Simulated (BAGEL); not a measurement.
# A workflow on InSi2H7 (SMILES [SiH3][SiH2][InH2])

Aim: a single-point energy (HF/x2c-SVPall), then the energy (NEVPT2(2,2)/x2c-SVPall) of InSi2H7. 

The results are computed with BAGEL 1.2.2.

1 further run of the same task is left out (set aside as unsound or not needed).

### Step 1. The molecule

InSi2H7 has 10 atoms, charge 0, and is taken as a singlet. As SMILES, `[SiH3][SiH2][InH2]`. The Si2–H7 distance was set to 4.175 Å, away from the relaxed value. At this shape a bond of the SMILES string is far longer than usual.

Bond lengths: Si1–Si2 2.339 Å, Si2–In3 2.571 Å, Si1–H4 1.488 Å, Si1–H5 1.489 Å, Si1–H6 1.489 Å, Si2–H8 1.492 Å, In3–H9 1.728 Å, In3–H10 1.728 Å. Some angles: Si1–Si2–In3 110.2°, Si1–Si2–H8 107.8°, In3–Si2–H8 111.1°, Si2–Si1–H4 112.1°, Si2–Si1–H5 109.8°, Si2–Si1–H6 109.8°, Si2–In3–H9 121.0°, Si2–In3–H10 120.2°, H4–Si1–H5 108.5°, H4–Si1–H6 108.5°.

### Step 2. A single-point energy at HF/x2c-SVPall (DKH2, density fitting with AutoAux) (run 1)

File calc.json:

```json
{ "bagel" : [

{
  "title" : "molecule",
  "basis" : "x2c-svpall.json",
  "df_basis" : "x2c-svpall-autoaux.json",
  "angstrom" : true,
  "dkh" : true,
  "geometry" : [
    { "atom" : "Si", "xyz" : [   -0.038987,    2.665850,   -2.035154 ] },
    { "atom" : "Si", "xyz" : [    1.435013,    0.950850,   -1.435954 ] },
    { "atom" : "In", "xyz" : [    3.296713,    1.870850,    0.079546 ] },
    { "atom" : "H", "xyz" : [   -1.129187,    2.182250,   -2.925054 ] },
    { "atom" : "H", "xyz" : [    0.704213,    3.745650,   -2.741054 ] },
    { "atom" : "H", "xyz" : [   -0.653787,    3.254050,   -0.813054 ] },
    { "atom" : "H", "xyz" : [   -0.761300,   -2.056900,    0.451800 ] },
    { "atom" : "H", "xyz" : [    2.000613,    0.375650,   -2.690854 ] },
    { "atom" : "H", "xyz" : [    3.173313,    1.772650,    1.800346 ] },
    { "atom" : "H", "xyz" : [    4.680713,    2.641050,   -0.612454 ] }
  ]
},
{ "title" : "hf" },
{ "title" : "print", "file" : "orbitals.molden", "orbitals" : true }

]}
```

The basis set x2c-SVPall is read from a file made from the Basis Set Exchange's data (not shown).

Run with:

```console
$ BAGEL_NUM_THREADS=1 BAGEL calc.json > calc.out
```

The log of the run:

```text
* using 1 threads per process

  ===============================================================
  ===============================================================

  *** Geometry ***

  { "atom" : "Si", "xyz" : [     -0.073675,      5.037726,     -3.845884 ] },
  { "atom" : "Si", "xyz" : [      2.711782,      1.796846,     -2.713560 ] },
  { "atom" : "In", "xyz" : [      6.229885,      3.535394,      0.150320 ] },
  { "atom" : "H", "xyz" : [     -2.133854,      4.123855,     -5.527551 ] },
  { "atom" : "H", "xyz" : [      1.330770,      7.078253,     -5.179841 ] },
  { "atom" : "H", "xyz" : [     -1.235478,      6.149263,     -1.536449 ] },
  { "atom" : "H", "xyz" : [     -1.438648,     -3.886978,      0.853778 ] },
  { "atom" : "H", "xyz" : [      3.780611,      0.709876,     -5.084977 ] },
  { "atom" : "H", "xyz" : [      5.996692,      3.349823,      3.402161 ] },
  { "atom" : "H", "xyz" : [      8.845266,      4.990861,     -1.157370 ] },

  Number of auxiliary basis functions:      827

  Since a DF basis is specified, we compute 2- and 3-index integrals:
    o Being stored without compression. Storage requirement is 0.076 GB

  Number of basis functions:      107
  Number of electrons      :       84

    * METHOD: MOLECULE                             0.75

  *** RHF ***

  === Nuclear Repulsion ===
   376.7432749347

      * DIIS with orbital gradients will be used.

  === RHF iteration (x2c-svpall.json) ===
      0      -6458.67919673          0.00752702           0.38
      1      -6458.56927488          0.00916503           0.37
      2      -6458.81110104          0.00303699           0.37
      3      -6458.83152631          0.00091054           0.37
      4      -6458.83310160          0.00022983           0.37
      5      -6458.83321772          0.00003878           0.37
      6      -6458.83322282          0.00001448           0.36
      7      -6458.83322373          0.00000478           0.35
      8      -6458.83322384          0.00000150           0.35
      9      -6458.83322385          0.00000041           0.35
     10      -6458.83322385          0.00000013           0.34
     11      -6458.83322385          0.00000005           0.34
     12      -6458.83322385          0.00000002           0.35
     13      -6458.83322385          0.00000001           0.37
    * SCF iteration converged.

    * Permanent dipole moment:
           (   -1.293186,    -1.724702,     0.824762) a.u.

    * METHOD: HF                                   5.89

    * METHOD: PRINT                                0.03

  ===============================================================
```

Wall time 6.9 s (1 thread of Arm Neoverse V1, shared host); peak memory 0.3 GiB.

### Step 3. The energy at NEVPT2(2,2)/x2c-SVPall (DKH2, density fitting with AutoAux) (run 2)

File input.json:

```json
{ "bagel": [

{
  "title": "molecule",
  "basis": "x2c-svpall.json",
  "df_basis": "x2c-svpall-autoaux.json",
  "angstrom": "true",
  "dkh": "true",
  "geometry": [
    { "atom": "Si", "xyz": [   -0.038987,    2.665850,   -2.035154 ] },
    { "atom": "Si", "xyz": [    1.435013,    0.950850,   -1.435954 ] },
    { "atom": "In", "xyz": [    3.296713,    1.870850,    0.079546 ] },
    { "atom": "H", "xyz": [   -1.129187,    2.182250,   -2.925054 ] },
    { "atom": "H", "xyz": [    0.704213,    3.745650,   -2.741054 ] },
    { "atom": "H", "xyz": [   -0.653787,    3.254050,   -0.813054 ] },
    { "atom": "H", "xyz": [   -0.761300,   -2.056900,    0.451800 ] },
    { "atom": "H", "xyz": [    2.000613,    0.375650,   -2.690854 ] },
    { "atom": "H", "xyz": [    3.173313,    1.772650,    1.800346 ] },
    { "atom": "H", "xyz": [    4.680713,    2.641050,   -0.612454 ] }
  ]
},
{ "title": "hf" },
{ "title": "casscf", "nstate": 1, "nact": 2, "nclosed": 41, "active": [42, 43], "maxiter": 200, "natocc": "true" },
{ "title": "nevpt2", "nstate": 1, "nact": 2, "nclosed": 41, "active": [42, 43], "maxiter": 200, "natocc": "true", "ncore": 28 },
{ "title": "print", "file": "orbitals.molden", "orbitals": "true" }

]}
```

The basis set x2c-SVPall is read from a file made from the Basis Set Exchange's data (not shown).

Run with:

```console
$ BAGEL_NUM_THREADS=1 BAGEL input.json > input.out
```

The log of the run:

```text
* using 1 threads per process

  ===============================================================
  ===============================================================

  *** Geometry ***

  { "atom" : "Si", "xyz" : [     -0.073675,      5.037726,     -3.845884 ] },
  { "atom" : "Si", "xyz" : [      2.711782,      1.796846,     -2.713560 ] },
  { "atom" : "In", "xyz" : [      6.229885,      3.535394,      0.150320 ] },
  { "atom" : "H", "xyz" : [     -2.133854,      4.123855,     -5.527551 ] },
  { "atom" : "H", "xyz" : [      1.330770,      7.078253,     -5.179841 ] },
  { "atom" : "H", "xyz" : [     -1.235478,      6.149263,     -1.536449 ] },
  { "atom" : "H", "xyz" : [     -1.438648,     -3.886978,      0.853778 ] },
  { "atom" : "H", "xyz" : [      3.780611,      0.709876,     -5.084977 ] },
  { "atom" : "H", "xyz" : [      5.996692,      3.349823,      3.402161 ] },
  { "atom" : "H", "xyz" : [      8.845266,      4.990861,     -1.157370 ] },

  Number of auxiliary basis functions:      827

  Since a DF basis is specified, we compute 2- and 3-index integrals:
    o Being stored without compression. Storage requirement is 0.076 GB

  Number of basis functions:      107
  Number of electrons      :       84

    * METHOD: MOLECULE                             0.74

  *** RHF ***

  === Nuclear Repulsion ===
   376.7432749347

      * DIIS with orbital gradients will be used.

  === RHF iteration (x2c-svpall.json) ===
      0      -6458.67919673          0.00752702           0.37
      1      -6458.56927488          0.00916503           0.37
      2      -6458.81110104          0.00303699           0.37
      3      -6458.83152631          0.00091054           0.36
      4      -6458.83310160          0.00022983           0.35
      5      -6458.83321772          0.00003878           0.35
      6      -6458.83322282          0.00001448           0.35
      7      -6458.83322373          0.00000478           0.35
      8      -6458.83322384          0.00000150           0.35
      9      -6458.83322385          0.00000041           0.35
     10      -6458.83322385          0.00000013           0.35
     11      -6458.83322385          0.00000005           0.36
     12      -6458.83322385          0.00000002           0.36
     13      -6458.83322385          0.00000001           0.36
    * SCF iteration converged.

    * Permanent dipole moment:
           (   -1.293186,    -1.724702,     0.824762) a.u.

    * METHOD: HF                                   5.83

  ---------------------------
      CASSCF calculation
  ---------------------------

    ==== Active orbitals : =====
         Orbital 42
         Orbital 43
    ============================

    * nstate   :      1
    * nclosed  :     41
    * nact     :      2
    * nvirt    :     64
  === CASSCF iteration (x2c-svpall.json) ===

    * Using the second-order algorithm

      0  0     -6458.93375333     4.77e-03      0.08

      1  0     -6458.96127934     2.92e-04      1.64

      2  0     -6458.96137592     4.91e-05      1.56

      3  0     -6458.96137814     1.16e-05      1.55

      4  0     -6458.96137827     2.72e-06      1.62

      5  0     -6458.96137827     6.38e-07      1.62

      6  0     -6458.96137827     1.50e-07      1.53

      7  0     -6458.96137827     3.52e-08      1.36

      8  0     -6458.96137827     8.26e-09      1.31

    * Second-order optimization converged. *

     guess   0:   closed 1.                   open ..

  === FCI iteration ===

      0  0     -6458.80897318     8.97e-02      0.00
      1  0     -6458.95758096     1.79e-02      0.00
      2  0 *   -6458.96137827     6.21e-16      0.00

     * ci vector, state   0, <S^2> = 0.0000
       2.     0.7579333988
       .2    -0.6523319423

    * METHOD: CASSCF                              13.28

    * freezing 28 orbitals

  === DF-NEVPT2 calculation ===

    * 3-index integral transformation done
    * assembly done

      NEVPT2 correlation energy:   -0.3005186008      0.27

          (+0)     -0.2443738374
          (+0)'    -0.0280747563
          (+1)     -0.0063626415
          (+1)'    -0.0002043220
          (+2)     -0.0000151391
          (-1)     -0.0213316441
          (-1)'    -0.0001089556
          (-2)     -0.0000473048

      NEVPT2 total energy:       -6459.2618968747

    * METHOD: NEVPT2                               0.73

    * METHOD: PRINT                                0.03

  ===============================================================
```

It took 21 s on 1 thread of Arm Neoverse V1, shared host; peak memory 0.31 GiB.

### Step 4. Summary of results

```
                                   quantity           value
         run 1, HF/x2c-SVPall: total energy  -6458.83322 Eh
        run 1, HF/x2c-SVPall: dipole moment          5.87 D
          run 1, HF/x2c-SVPall: HOMO energy        -6.58 eV
          run 1, HF/x2c-SVPall: LUMO energy        -2.16 eV
        run 1, HF/x2c-SVPall: HOMO–LUMO gap         4.42 eV
run 2, NEVPT2(2,2)/x2c-SVPall: total energy  -6459.26190 Eh
```

What this shows: One bond (run 1, HF/x2c-SVPall) is far stretched, which a spin-restricted single reference describes badly; a broken-symmetry solution may lie lower.
